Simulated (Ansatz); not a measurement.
# TiSi5: the cost of one run

Method: DFT PBE, scalar-relativistic, plane waves, PAW, in Ansatz 0.2.0.

**1. The starting structure**

The cell holds 24 atoms (Si20Ti4): a = 7.379 Å, b = 7.174 Å, c = 7.314 Å, α = 90.32°, β = 90.42°, γ = 90.12°.

It is the last frame of an earlier stage of the same melt, run at 2510 K.

As a file:

```cif
data_structure
_symmetry_space_group_name_H-M 'P 1'
_symmetry_Int_Tables_number 1
_cell_length_a 7.3793
_cell_length_b 7.1741
_cell_length_c 7.3141
_cell_angle_alpha 90.317
_cell_angle_beta 90.422
_cell_angle_gamma 90.115
_cell_volume 387.19
loop_
_atom_site_label
_atom_site_type_symbol
_atom_site_fract_x
_atom_site_fract_y
_atom_site_fract_z
_atom_site_occupancy
Si1 Si 0.85989 0.69300 0.06191 1
Si2 Si 0.51600 0.63569 0.23342 1
Si3 Si 0.19478 0.70260 0.27695 1
Si4 Si 0.98586 0.26731 0.30754 1
Si5 Si 0.92544 0.82913 0.42990 1
Si6 Si 0.41651 0.73088 0.72471 1
Si7 Si 0.50338 0.54424 0.97932 1
Si8 Si 0.23058 0.36268 0.11815 1
Si9 Si 0.56103 0.36793 0.64844 1
Si10 Si 0.55452 0.04606 0.79195 1
Si11 Si 0.03096 0.82796 0.70495 1
Si12 Si 0.23140 0.18243 0.79547 1
Si13 Si 0.28654 0.02452 0.46828 1
Si14 Si 0.84694 0.49583 0.41231 1
Si15 Si 0.54512 0.24379 0.30593 1
Si16 Si 0.04436 0.03709 0.07048 1
Si17 Si 0.76159 0.60040 0.71556 1
Si18 Si 0.63345 0.03548 0.49306 1
Si19 Si 0.30539 0.82232 0.00548 1
Si20 Si 0.69265 0.99081 0.08243 1
Ti1 Ti 0.28541 0.41103 0.44751 1
Ti2 Ti 0.79947 0.31822 0.02252 1
Ti3 Ti 0.10956 0.53628 0.80687 1
Ti4 Ti 0.90994 0.16093 0.68876 1
```

**2. The last frame at 2510 K on a finer mesh**

The electrons keep the Fermi-Dirac width of that temperature.

Contents of input.yaml:

```yaml
crystal:
  lattice:
    - [7.379288, -0.007348, -0.027063]
    - [-0.007348, 7.174087, -0.020073]
    - [-0.027063, -0.020073, 7.313999]
  atoms:
    - { symbol: Si, position: [0.859894686, 0.6929985884, 0.0619130818] }
    - { symbol: Si, position: [0.5159993975, 0.6356929969, 0.2334217895] }
    - { symbol: Si, position: [0.1947773489, 0.7026013283, 0.2769477211] }
    - { symbol: Si, position: [0.9858566035, 0.2673055787, 0.3075375815] }
    - { symbol: Si, position: [0.9254385275, 0.8291349184, 0.42989598] }
    - { symbol: Si, position: [0.4165113476, 0.7308830912, 0.7247092326] }
    - { symbol: Si, position: [0.5033829774, 0.5442422933, 0.9793191303] }
    - { symbol: Si, position: [0.2305769176, 0.3626792764, 0.1181519783] }
    - { symbol: Si, position: [0.5610325811, 0.3679275123, 0.6484391021] }
    - { symbol: Si, position: [0.5545192125, 0.0460584698, 0.7919514317] }
    - { symbol: Si, position: [0.0309593674, 0.8279568272, 0.7049488291] }
    - { symbol: Si, position: [0.2314010256, 0.1824300726, 0.7954672519] }
    - { symbol: Si, position: [0.2865447644, 0.0245160524, 0.4682812217] }
    - { symbol: Si, position: [0.8469446353, 0.4958291283, 0.4123069257] }
    - { symbol: Si, position: [0.5451187104, 0.2437918024, 0.3059331149] }
    - { symbol: Si, position: [0.04436073, 0.0370873022, 0.0704785537] }
    - { symbol: Si, position: [0.7615921829, 0.6003991727, 0.715564807] }
    - { symbol: Si, position: [0.6334489775, 0.0354757893, 0.4930630741] }
    - { symbol: Si, position: [0.3053924443, 0.8223221444, 0.0054774176] }
    - { symbol: Si, position: [0.6926546199, 0.9908145487, 0.0824299077] }
    - { symbol: Ti, position: [0.2854116026, 0.4110321531, 0.4475117236] }
    - { symbol: Ti, position: [0.7994687234, 0.3182181386, 0.0225242358] }
    - { symbol: Ti, position: [0.1095590226, 0.5362757392, 0.8068714791] }
    - { symbol: Ti, position: [0.9099374772, 0.1609263611, 0.6887641826] }
basis:
  ecutwfc: 420
kpoints:
  mp_grid: { grid: [3, 3, 3] }
hamiltonian:
  xc: pbe
scf:
  occupations: { method: fermi_dirac, width: 0.2163 }
output:
  forces: true
  stress: true
  eigenvalues: true
  populations: true
  write_density: true
  write_potential: true
  elf: true
  volumetric_format: npy
```

Run with:

```console
> ansatz run input.yaml --threads 2 --pin off --max-ram 5120MiB --backend cpu --events-out ev --progress --plain --runs-dir out
```

Q: Estimate wall time and peak memory on 2 threads of Intel Xeon at 2.70GHz, shared host.

About 37 s, with a peak of 0.96 GiB.
